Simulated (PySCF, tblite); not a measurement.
# C6H7O2Si radical: geometry, infrared bands and EPR parameters

What infrared bands and EPR parameters should C6H7O2Si radical (`[O]c1ccccc1O[SiH3]`) show?

Computed with tblite 0.8.0 and PySCF 2.14.0, with density-fitted response routines of our own, on a single molecule in the gas phase. Atoms count from 0, in the outputs and in this text.

## 1. The molecule as given

16 atoms, charge 0, multiplicity 2; geometry from: force field or distance geometry start.

Bonds of the start (Å): O0–C1 1.29, C1–C2 1.40, C2–C3 1.42, C3–C4 1.37, C4–C5 1.38, C5–C6 1.41, C6–O7 1.39, O7–Si8 1.65, C6–C1 1.42, C2–H9 1.09, C3–H10 1.09, C4–H11 1.09, C5–H12 1.09, Si8–H13 1.49, Si8–H14 1.48, Si8–H15 1.49.

## 2. Relaxing the molecule with GFN2-xTB

What the job is given:

```
{"job": {"kind": "relax", "xc": "GFN2-xTB", "basis": "xTB"}, "charge": 0, "multiplicity": 2}
O      0.606900    -2.046300     0.361900
C     -0.183500    -1.072100     0.041100
C     -1.541500    -1.328400    -0.183600
C     -2.482600    -0.328000    -0.542300
C     -2.073400     0.978700    -0.654100
C     -0.741400     1.288200    -0.443300
C      0.194500     0.290600    -0.095900
O      1.470400     0.803800     0.087200
Si     2.932700     0.143300     0.484600
H     -1.908300    -2.353600    -0.089500
H     -3.520000    -0.614200    -0.700500
H     -2.782700     1.753500    -0.927100
H     -0.401000     2.316100    -0.526000
H      3.015900    -0.358600     1.881300
H      3.502700    -0.740300    -0.556900
H      3.903800     1.276300     0.513000
```

Command:

```sh
OMP_NUM_THREADS=1 python probes_run.py task.json out
```

This one command runs all jobs of the session in turn.

**Question.** This job is followed by: GFN2-xTB harmonic vibrations, gas phase; UKS B3LYP, pcH-1 on C H O Si, non-relativistic, mean-field spin-orbit, GIAO. What will the session give for the following? strongest single infrared mode (GFN2-xTB); zero-point energy (GFN2-xTB); g(iso) (B3LYP); ⟨S²⟩; largest a(iso) (averaged by class); surface potential, 1st and 99th percentile.

The runs gave:

| quantity | value |
| --- | --- |
| strongest single infrared mode (GFN2-xTB) | 2148 cm⁻¹, 408 km/mol |
| zero-point energy (GFN2-xTB) | 68.2 kcal/mol |
| g(iso) (B3LYP) | 2.00464 |
| ⟨S²⟩ | 0.764 (exact 0.75) |
| largest a(iso) (averaged by class) | 17O on O0, -26.3 MHz |
| surface potential, 1st and 99th percentile | -1.25 V and 1.32 V |

**Reading.** Relaxing lowered the energy by 0.838 eV in 46 steps; the close pair that moved most is C6–O7, from 1.387 to 1.298 Å. All 42 modes are real, so the xTB geometry is a minimum. The strongest single mode, at 2148 cm⁻¹, moves mainly H15. GFN2-xTB is a fitted tight-binding method: band positions and strengths are rough. Its intensities can rank the bands wrongly. The largest spin populations lie on O0 (0.32 e), C4 (0.27 e), C6 (0.26 e). The isotropic g lies 2.3 ppt above the free-electron value.
